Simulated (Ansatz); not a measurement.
# Cs2NaScCl6: the cost of one run

Method: DFT PBEsol, scalar-relativistic, plane waves, PAW, in Ansatz 0.2.0.

2 further runs of the same task are left out: 2 that didn't finish.

**1. The starting structure**

Symmetry: Fm-3m, No. 225, cubic system. Conventional cell: a = 10.665 Å, b = 10.665 Å, c = 10.665 Å, α = 90.00°, β = 90.00°, γ = 90.00°. Cs (site symmetry -43m) has 12 Cl at 3.77 Å as nearest neighbours. Around Na (site symmetry m-3m) lie 6 Cl at 2.82 Å. Sc (site symmetry m-3m) is surrounded by 6 Cl at 2.51 Å. Cl (site symmetry 4mm) has 1 Sc at 2.51 Å and 1 Na at 2.82 Å as nearest neighbours.

As a file:

```cif
data_structure
_symmetry_space_group_name_H-M 'P 1'
_symmetry_Int_Tables_number 1
_cell_length_a 7.5413
_cell_length_b 7.5413
_cell_length_c 7.5413
_cell_angle_alpha 60.000
_cell_angle_beta 60.000
_cell_angle_gamma 60.000
_cell_volume 303.26
loop_
_atom_site_label
_atom_site_type_symbol
_atom_site_fract_x
_atom_site_fract_y
_atom_site_fract_z
_atom_site_occupancy
Cs1 Cs 0.75000 0.75000 0.75000 1
Cs2 Cs 0.25000 0.25000 0.25000 1
Na1 Na 0.50000 0.50000 0.50000 1
Sc1 Sc 0.00000 0.00000 0.00000 1
Cl1 Cl 0.76473 0.23527 0.23527 1
Cl2 Cl 0.23527 0.23527 0.76473 1
Cl3 Cl 0.23527 0.76473 0.76473 1
Cl4 Cl 0.23527 0.76473 0.23527 1
Cl5 Cl 0.76473 0.23527 0.76473 1
Cl6 Cl 0.76473 0.76473 0.23527 1
```

The structure comes from the Materials Project (structure only).

(A quick probe on a coarse mesh, which set the mesh and smearing, is not shown.)

**3. The relaxation**

input.yaml

```yaml
crystal:
  lattice:
    - [0.0, 5.332471, 5.332471]
    - [5.332471, 0.0, 5.332471]
    - [5.332471, 5.332471, 0.0]
  atoms:
    - { symbol: Cs, position: [0.75, 0.75, 0.75] }
    - { symbol: Cs, position: [0.25, 0.25, 0.25] }
    - { symbol: Na, position: [0.5, 0.5, 0.5] }
    - { symbol: Sc, position: [0.0, 0.0, 0.0] }
    - { symbol: Cl, position: [0.764732, 0.235268, 0.235268] }
    - { symbol: Cl, position: [0.235268, 0.235268, 0.764732] }
    - { symbol: Cl, position: [0.235268, 0.764732, 0.764732] }
    - { symbol: Cl, position: [0.235268, 0.764732, 0.235268] }
    - { symbol: Cl, position: [0.764732, 0.235268, 0.764732] }
    - { symbol: Cl, position: [0.764732, 0.764732, 0.235268] }
basis:
  ecutwfc: 420
kpoints:
  mp_grid: { grid: [4, 4, 4] }
hamiltonian:
  xc: pbesol
scf:
  occupations: { method: gaussian, width: 0.02 }
output:
  forces: true
  stress: true
  eigenvalues: true
  write_density: true
  write_potential: true
  elf: true
  volumetric_format: npy
relax:
  adjacent_minimum: "off"
  f_tol: 0.005
  max_steps: 80
  cell: { stress_tol: 0.05 }
```

Run with:

```bash
ansatz run input.yaml --threads 2 --pin off --max-ram 5120MiB --backend cpu --events-out ev --progress --plain --runs-dir out
```

**Question.** How long does this run take on 2 threads of Intel Xeon Platinum 8488C (Sapphire Rapids), shared host, and how much memory does it need?

About 20 s, with a peak of 0.81 GiB.
